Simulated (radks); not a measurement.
**Zr in [Kr] 4d2 5s2: an all-electron calculation**

One table from this session's results is given with a row withheld; the runs are named, their logs left out.

The numbers are computed with radks (a radial shooting solver on a logarithmic mesh, Libxc functionals) version 1 (scalar-relativistic Kohn-Sham, PBE, spin-unpolarised, spherical densities, finite nucleus), except any that are marked as measured or tabulated.

## Starting point

| Item | Value |
| --- | --- |
| element | zirconium (Z = 40) |
| charge | 0 |
| electrons | 40 |
| configuration | [Kr] 4d2 5s2 |
| nuclear rms radius | 4.2694 fm |

Outer shells as boxes (Hund's rule):

Zr
```
[Kr] core
4d [↑ ][↑ ][  ][  ][  ]
5s [↑↓]
```

Set-up of the first run:

Input:

```text
Z 40
configuration [Kr] 4d2 5s2 5p0 6s0 4f0 5d0
relativity scalar-relativistic
functional pbe,pbe
spin unpolarised
nucleus finite rms 4.2694 fm
c 137.035999084
```

Run with:

```console
python run_ks.py task.json out
```

All runs below come from this command, one after another.

One of the session's tables, all rows but one given; the rest of the session is left out.

Sizes of the orbitals, from the radial functions (bohr):

| level | <r> | outermost maximum (interpolated) | 90 % within | nodes |
| --- | --- | --- | --- | --- |
| 1s | 0.03707 | 0.0241 | 0.0664 | 0 |
| 2s | 0.1626 | 0.137 | 0.251 | 1 |
| 2p | 0.1417 | 0.109 | 0.231 | 0 |
| 3s | 0.4585 | 0.408 | 0.678 | 2 |
| 3p | ? | ? | ? | ? |
| 3d | 0.4525 | 0.347 | 0.728 | 0 |
| 4s | 1.213 | 1.08 | 1.77 | 3 |
| 4p | 1.369 | 1.18 | 2.04 | 2 |
| 5s | 3.728 | 3.15 | 5.54 | 4 |
| 4d | 2.298 | 1.60 | 3.82 | 1 |
| 5p | 5.164 | 4.13 | 7.91 | 3 |

Estimate the missing values for 3p.

As computed: <r>: 0.4621; outermost maximum (interpolated): 0.402; 90 % within: 0.700; nodes: 1. In the column «<r>» it lies between 3s (0.4585) and 4s (1.213).

Caveats from the session: Spin polarisation and multiplet splitting are left out.
